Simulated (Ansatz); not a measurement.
CH₂BrNSi, SMILES N#C[SiH2]Br, an atomisation energy

Computed with Ansatz 0.2.0, Python API.

Contents of `ch2brnsi.xyz`:
```text
6

N     0.71970   -2.32490    0.88630
C     0.39760   -1.22100    0.48550
Si   -0.04970    0.50100   -0.14650
Br   -1.95680    0.50330   -1.07250
H     0.96150    0.96480   -1.17020
H    -0.03030    1.51280    0.97120
```

Run as a notebook:

In [1]:
```python
from collections import Counter

import ansatz
```

In [2]:
```python
BASIS_SET = "def2-TZVP"
XC = "PBE0"
```

In [3]:
```python
def energy(molecule, charge=0, unpaired=0):
    calc = (
        molecule.calculation()
        .basis(gaussian=BASIS_SET)
        .functional(XC)
    )
    if charge:
        calc = calc.charge(charge)
    if unpaired:
        calc = calc.spin("collinear", total=unpaired)
    return calc.run(threads=1).report["free_energy_ev"]

ch2brnsi = ansatz.Crystal.molecule_from_extxyz("ch2brnsi.xyz")

# unpaired electrons of the ground-state atoms
unpaired = {"N": 3, "C": 2, "Si": 2, "Br": 1, "H": 1}
counts = Counter(site.symbol for site in ch2brnsi.cartesian_sites)
atom_energy = {s: energy(ansatz.Crystal.molecule().atom(s, (0, 0, 0)), 0, unpaired[s]) for s in counts}
whole = energy(ch2brnsi, 0, 0)
for s, e in atom_energy.items():
    print(f"{s:2s} x{counts[s]}  {e:14.5f} eV")
print(f"CH2BrNSi: {whole:.5f} eV")
split = sum(counts[s] * e for s, e in atom_energy.items()) - whole
print(f"atomisation energy (no zero-point term): {split:.3f} eV, {split / sum(counts.values()):.3f} eV an atom")
```
```text
N  x1     -1484.21287 eV
C  x1     -1028.73662 eV
Si x1     -7870.87803 eV
Br x1    -70036.98955 eV
H  x2       -13.63389 eV
CH2BrNSi: -80470.55710 eV
atomisation energy (no zero-point term): 22.472 eV, 3.745 eV an atom
```

22.472 eV from the electronic energies, without the zero-point term.

Reading the output:
- These settings explore the input space; basis and method may be short of convergence.
- The geometry is a force-field or estimated start, not a minimum of this method, and the basis set is short of its limit. All parts are taken at fixed geometry, without zero-point energy.
- The spin-orbit lowering of heavy atoms is left out.
- Finished in 5.5 s on 1 thread of Arm Neoverse V2, with other jobs on the host, peak memory 0.4 GiB.
